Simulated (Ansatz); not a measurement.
# Br− with CH3F: superposition error and deformation, part 2 of 2

Ansatz 0.2.0, Gaussian basis. The steps go on from the part before.

### 12 wB97X-V/def2-TZVPPD

The input, free-b/in.yaml:

```yaml
crystal:
  periodic: [false, false, false]
  atoms:
    - {symbol: C, position_ang: [0.049447, 0.020046, 0.513941]}
    - {symbol: F, position_ang: [0.181433, 0.079934, 1.882565]}
    - {symbol: H, position_ang: [1.005749, 0.274882, 0.051553]}
    - {symbol: H, position_ang: [-0.716957, 0.731302, 0.197713]}
    - {symbol: H, position_ang: [-0.243169, -0.992655, 0.227458]}
basis:
  gaussian: {orbitals: "def2-TZVPPD.json"}
hamiltonian: {xc: {name: wB97X-V}}
```

Started as:

```sh
> ansatz run in.yaml --threads 4 --pin off --events-out ev --progress --plain --max-ram 9574MiB
```

What it wrote, shortened:

```text
Functional definition: wB97X-V
  name "wB97X-V"
  cite "Mardirossian & Head-Gordon, Phys. Chem. Chem. Phys. 16, 9904 (2014) doi:10.1039/C3CP54374A"
  cite "Becke, J. Chem. Phys. 107, 8554 (1997) doi:10.1063/1.475007"
  cite "Vydrov & Van Voorhis, J. Chem. Phys. 133, 244103 (2010) doi:10.1063/1.3521275"
[...]
      + integral(e_c_pw_opposite_spin*poly(b97_u_opposite, cos0, cos1)) + vv10(b, c)
548 factors; their error is unknown
177 factors; integrals over basis functions are off by at most 2.7e-5 eV
[...]
mean field -3802.96646825 eV, -139.7564399649 hartree, gradient 7.5e-5 eV, S^2 0.000000; 0 other end points of the search recorded, 0 dependent functions left out
reference -3802.96646639 eV, -139.7564398966 hartree; 9, 9 occupied and 119, 119 virtual orbitals, 548 factors
Total energy: -3802.96646639 eV, -139.7564398966 hartree
```

Run time: 2.6 s. Hardware: 4 threads of Arm Neoverse V1, shared host.

### 13 wB97M-V/def2-TZVPPD

free-b/in.yaml: that of step 12 with these lines changed.

```diff
@@ -10,2 +10,2 @@
   gaussian: {orbitals: "def2-TZVPPD.json"}
-hamiltonian: {xc: {name: wB97X-V}}
+hamiltonian: {xc: {name: wB97M-V}}
```

Started as:

```sh
> ansatz run in.yaml --threads 4 --pin off --events-out ev --progress --plain --max-ram 9574MiB
```

What it wrote, shortened:

```text
[... 5 set-up lines as earlier in the session ...]
  # Of w^i u^j: cxij and so on, Table III.
[...]
  gx(w, u) = 1 - cx + cx01*u + cx10*w
  gss(w, u) = css00 + css04*u^4 + css10*w + css20*w^2 + css43*w^4*u^3
  gos(w, u) = cos00 + cos10*w + (cos20 + cos21*u)*w^2 + (cos60 + cos61*u)*w^6
[...]
      + integral(e_c_pw_mod_opposite_spin*gos(b97_w_opposite, b97_u_opposite)) + vv10(b, c)
548 factors; their error is unknown
177 factors; integrals over basis functions are off by at most 2.7e-5 eV
[...]
mean field -3802.77166820 eV, -139.7492811950 hartree, gradient 1.3e-5 eV, S^2 0.000000; 0 other end points of the search recorded, 0 dependent functions left out
reference -3802.77171459 eV, -139.7492829001 hartree; 9, 9 occupied and 119, 119 virtual orbitals, 548 factors
Total energy: -3802.77171459 eV, -139.7492829001 hartree
```

Wall time 2.5 s (4 threads of Arm Neoverse V1, shared host).

### 14 B2PLYP/def2-TZVPPD

free-b/in.yaml: that of step 13 with these lines changed.

```diff
@@ -10,2 +10,2 @@
   gaussian: {orbitals: "def2-TZVPPD.json"}
-hamiltonian: {xc: {name: wB97M-V}}
+hamiltonian: {xc: {name: B2PLYP}}
```

Started as:

```sh
> ansatz run in.yaml --threads 4 --pin off --events-out ev --progress --plain --max-ram 9574MiB
```

What it wrote, shortened:

```text
[... 5 set-up lines as earlier in the session ...]
[...]
753 factors; integrals over basis functions are off by at most 1.1e-3 eV
[...]
mean field -3797.95756380 eV, -139.5723661217 hartree, gradient 3.7e-6 eV, S^2 0.000000; 0 other end points of the search recorded, 0 dependent functions left out
2 core orbitals not correlated: weight in the atoms' cores, before any rotation towards them, 1.000 or more for the frozen orbitals, at most 0.000 for the correlated occupied ones
reference -3797.95768965 eV, -139.5723707465 hartree; 7, 7 occupied and 119, 119 virtual orbitals, 753 factors
second order -14.05493687 eV of doubles, -0.00000000 eV of singles
Total energy: -3801.75252261 eV, -139.7118282854 hartree
```

Wall time 1.3 s (4 threads of Arm Neoverse V1, shared host).

### 15 BLYP-D4/def2-TZVPPD

free-b/in.yaml: that of step 14 with these lines changed.

```diff
@@ -10,2 +10,2 @@
   gaussian: {orbitals: "def2-TZVPPD.json"}
-hamiltonian: {xc: {name: B2PLYP}}
+hamiltonian: {xc: {name: BLYP}, dispersion: d4}
```

Started as:

```sh
> ansatz run in.yaml --threads 4 --pin off --events-out ev --progress --plain --max-ram 9574MiB
```

What it wrote, shortened:

```text
Functional definition: BLYP
  name "BLYP"
[... 2 set-up lines as earlier in the session ...]
  parameter beta = 0.0042
  parameter a = 0.04918
  parameter b = 0.132
  parameter c = 0.2533
  parameter d = 0.349
  exchange = b88_x(beta = beta)
  correlation = lyp_c(a = a, b = b, c = c, d = d)
548 factors; their error is unknown
mean field evaluation 1: about -3799.1759 eV, gradient 4.4e1 eV
mean field evaluation 2: about -3795.0567 eV, gradient 6.0e1 eV
mean field evaluation 4: about -3803.4131 eV, gradient 5.3e0 eV
mean field evaluation 8: about -3803.4340 eV, gradient 4.6e-2 eV
mean field -3803.43398831 eV, -139.7736210103 hartree, gradient 3.0e-5 eV, S^2 0.000000; 0 other end points of the search recorded, 0 dependent functions left out
reference -3803.43428417 eV, -139.7736318827 hartree; 9, 9 occupied and 119, 119 virtual orbitals, 548 factors
Total energy: -3803.50275037 eV, -139.7761479695 hartree
```

Run time: 0.7 s. Hardware: 4 threads of Arm Neoverse V1, shared host.

### 16 revPBE-D4/def2-TZVPPD

free-b/in.yaml: that of step 15 with these lines changed.

```diff
@@ -10,2 +10,2 @@
   gaussian: {orbitals: "def2-TZVPPD.json"}
-hamiltonian: {xc: {name: BLYP}, dispersion: d4}
+hamiltonian: {xc: {name: revPBE}, dispersion: d4}
```

Started as:

```sh
> ansatz run in.yaml --threads 4 --pin off --events-out ev --progress --plain --max-ram 9574MiB
```

What it wrote, shortened:

```text
Functional definition: revPBE
  name "revPBE"
  cite "Zhang & Yang, Phys. Rev. Lett. 80, 890 (1998) doi:10.1103/PhysRevLett.80.890"
[... 1 set-up line as earlier in the session ...]
  parameter kappa = 1.245
[... 3 set-up lines as earlier in the session ...]
548 factors; their error is unknown
mean field evaluation 1: about -3799.4063 eV, gradient 4.1e1 eV
mean field evaluation 2: about -3796.5961 eV, gradient 5.2e1 eV
mean field evaluation 4: about -3803.0113 eV, gradient 3.7e0 eV
mean field evaluation 8: about -3803.0129 eV, gradient 4.6e-2 eV
mean field -3803.01291824 eV, -139.7581469705 hartree, gradient 4.7e-5 eV, S^2 0.000000; 0 other end points of the search recorded, 0 dependent functions left out
reference -3803.01296979 eV, -139.7581488650 hartree; 9, 9 occupied and 119, 119 virtual orbitals, 548 factors
Total energy: -3803.14036171 eV, -139.7628304317 hartree
```

Run time: 0.6 s. Hardware: 4 threads of Arm Neoverse V1, shared host.

### 17 B97M-V/def2-TZVPPD

free-b/in.yaml: that of step 16 with these lines changed.

```diff
@@ -10,2 +10,2 @@
   gaussian: {orbitals: "def2-TZVPPD.json"}
-hamiltonian: {xc: {name: revPBE}, dispersion: d4}
+hamiltonian: {xc: {name: B97M-V}}
```

Started as:

```sh
> ansatz run in.yaml --threads 4 --pin off --events-out ev --progress --plain --max-ram 9574MiB
```

What it wrote, shortened:

```text
[... 5 set-up lines as earlier in the session ...]
  # Of w^i u^j: cxij and so on, Table III.
[...]
  gx(w, u) = cx00 + cx01*u + cx02*u^2 + (cx10 + cx11*u)*w
  gss(w, u) = css00 + css02*u^2 + css10*w + (css32*w^3 + css42*w^4)*u^2
  gos(w, u) = cos00 + cos01*u + cos03*u^3 + cos10*w + cos32*w^3*u^2
[...]
      + integral(e_c_pw_mod_opposite_spin*gos(b97_w_opposite, b97_u_opposite)) + vv10(b, c)
548 factors; their error is unknown
[...]
mean field -3803.19188528 eV, -139.7647238880 hartree, gradient 2.5e-5 eV, S^2 0.000000; 0 other end points of the search recorded, 0 dependent functions left out
reference -3803.19194028 eV, -139.7647259092 hartree; 9, 9 occupied and 119, 119 virtual orbitals, 548 factors
Total energy: -3803.19194028 eV, -139.7647259092 hartree
```

Wall time 2.1 s (4 threads of Arm Neoverse V1, shared host).

### 18 HSE06-D4/def2-TZVPPD

free-b/in.yaml: that of step 17 with these lines changed.

```diff
@@ -10,2 +10,2 @@
   gaussian: {orbitals: "def2-TZVPPD.json"}
-hamiltonian: {xc: {name: B97M-V}}
+hamiltonian: {xc: hse06, dispersion: d4}
```

Started as:

```sh
> ansatz run in.yaml --threads 4 --pin off --events-out ev --progress --plain --max-ram 9574MiB
```

What it wrote, shortened:

```text
Functional definition: HSE06
  name "HSE06"
  cite "Heyd, Scuseria & Ernzerhof, J. Chem. Phys. 118, 8207 (2003) doi:10.1063/1.1564060"
  cite "Krukau, Vydrov, Izmaylov & Scuseria, J. Chem. Phys. 125, 224106 (2006) doi:10.1063/1.2404663"
  cite "Heyd & Scuseria, J. Chem. Phys. 120, 7274 (2004) doi:10.1063/1.1668634"
  cite "Ernzerhof & Perdew, J. Chem. Phys. 109, 3313 (1998) doi:10.1063/1.476928"
[... 2 set-up lines as earlier in the session ...]
[...]
  # The whole range is PBE's own exchange, as in plane waves. The composition of these papers is wPBEh.
[...]
548 factors; their error is unknown
55 factors; integrals over basis functions are off by at most 4.3e-6 eV
[...]
mean field -3800.06202134 eV, -139.6497035097 hartree, gradient 2.0e-5 eV, S^2 0.000000; 0 other end points of the search recorded, 0 dependent functions left out
reference -3800.06205974 eV, -139.6497049208 hartree; 9, 9 occupied and 119, 119 virtual orbitals, 548 factors
Total energy: -3800.08292017 eV, -139.6504715275 hartree
```

Run time: 1.4 s. Hardware: 4 threads of Arm Neoverse V1, shared host.

### 19 CCSD(T)/def2-TZVPPD

free-b/in.yaml: that of step 18 with these lines changed.

```diff
@@ -10,2 +10,2 @@
   gaussian: {orbitals: "def2-TZVPPD.json"}
-hamiltonian: {xc: hse06, dispersion: d4}
+correlation: {method: ccsd_t}
```

Started as:

```sh
> ansatz run in.yaml --threads 4 --pin off --events-out ev --progress --plain --max-ram 9574MiB
```

What it wrote, shortened:

```text
[... 4 set-up lines as earlier in the session ...]
[...]
753 factors; integrals over basis functions are off by at most 1.1e-3 eV
[...]
mean field -3785.18857396 eV, -139.1031144001 hartree, gradient 1.2e-6 eV, S^2 0.000000; 0 other end points of the search recorded, 0 dependent functions left out
2 core orbitals not correlated: weight in the atoms' cores, before any rotation towards them, 1.000 or more for the frozen orbitals, at most 0.000 for the correlated occupied ones
reference -3785.18857396 eV, -139.1031144001 hartree; 7, 7 occupied and 119, 119 virtual orbitals, 753 factors
second order -11.83503817 eV of doubles, -0.00000000 eV of singles
cycle   1  -11.97850054 eV  change   -1.4e-1 eV  update   6.6e-2
[...]
cycle   9  -12.28472939 eV  change   -1.2e-6 eV  update   4.7e-6
perturbative correction -0.36656605 eV, -0.0134710537 hartree
Total energy: -3797.83986940 eV, -139.5680409320 hartree
```

It took 3 s on 4 threads of Arm Neoverse V1, shared host; peak memory 0.49 GiB.

### 20 The split

```csv
method,interaction with counterpoise (kJ/mol),without,superposition error,deformation,binding energy
PBE-D4,-35.87,-36.28,0.41,-0.23,-36.10
revPBE-D4,-33.64,-34.04,0.40,-0.77,-34.40
BLYP-D4,-33.44,-33.86,0.41,-1.36,-34.81
r2SCAN-D4,-35.84,-36.18,0.34,0.48,-35.36
B97M-V,-35.61,-36.17,0.56,1.02,-34.59
PBE0-D4,-36.24,-36.60,0.36,1.42,-34.82
B3LYP-D4,-35.07,-35.44,0.38,0.21,-34.85
HSE06-D4,-36.22,-36.58,0.37,1.44,-34.78
wB97X-V,-36.19,-36.57,0.38,0.64,-35.55
wB97M-V,-36.35,-36.65,0.30,0.55,-35.80
B2PLYP,-31.98,-33.38,1.40,0.30,-31.68
Hartree-Fock,-28.11,-28.42,0.31,3.08,-25.03
MP2,-34.69,-38.43,3.74,0.50,-34.19
CCSD,-33.47,-36.91,3.44,1.03,-32.44
CCSD(T),-34.30,-38.21,3.91,0.51,-33.79
```

### 21 Results

What follows sums up all 2 parts.

| quantity | value |
| --- | --- |
| interaction, CCSD(T) | -34.30 kJ/mol |
| superposition error | 3.91 kJ/mol |
| deformation | 0.51 kJ/mol |
| binding energy | -33.79 kJ/mol |

In words: In this basis the superposition error is 3.91 kJ/mol for CCSD(T) and 0.39 kJ/mol on average for the plain functionals: correlated methods borrow far more, since they need many more functions to converge. Deformation takes back 1 % of the interaction. The free shapes are PBE0-D4 minima, so other methods can show a small negative deformation energy.
